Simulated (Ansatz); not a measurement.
# Zr2 (septet): from Hartree-Fock to the top rungs, def2-QZVPP

An exercise on one series of results from a longer session: the logs are not shown, and one member is left open.

Computed with Ansatz 0.2.0, Gaussian basis. Level: def2-QZVPP, core rule «outside noble gas», up to 8 orbitals frozen.

Plan: UHF; ROHF; CCSD(T) on UHF.

**What is computed**

The geometry is a PBE0/def2-TZVP stationary point (not a proven minimum) of the parent state, kept for this charge and spin. No spin-orbit coupling is included. Elements past krypton take def2 core potentials.

2 atoms, charge 0, spin multiplicity 7.

Atoms are counted from 1 here; the program's logs count them from 0.

Bond lengths: Zr1–Zr2 2.388 Å.

The first run:

Contents of in.yaml:

```yaml
crystal:
  periodic: [false, false, false]
  atoms:
    - {symbol: Zr, position_ang: [0.000000, 0.000000, 0.000000]}
    - {symbol: Zr, position_ang: [0.000000, 0.000000, 2.387600]}
basis:
  gaussian: {orbitals: "def2-QZVPP.json"}
magnetization: {spin_polarized: true, initial_magnetization: 6}
hamiltonian: {xc: hf}
output: {orbitals: {seedname: orbitals}}
```

Command:

```sh
> ansatz run in.yaml --threads 1 --pin off --events-out ev --progress --plain --max-ram 4096MiB --backend cpu
```

Among the steps run: UHF; ROHF; CCSD(T) on UHF.

One table of the session follows, with a row left open; its other results are not shown here.

| method | from UCCSD(T) (meV) |
| --- | --- |
| ROHF | +5388.1 |
| UMP2 | ? |
| UCCSD | +490.9 |
| UCCSD(T) | 0 |

Estimate the missing values for UMP2.

**Answer.** from UCCSD(T) (meV): +912.7. In the column «from UCCSD(T) (meV)» it lies between UCCSD (+490.9) and ROHF (+5388.1).

Left out of the table: UHF (another determinant or state than the rows shown).

Limits of these values: Warnings: spin contamination; coupled cluster took another determinant than the lowest.
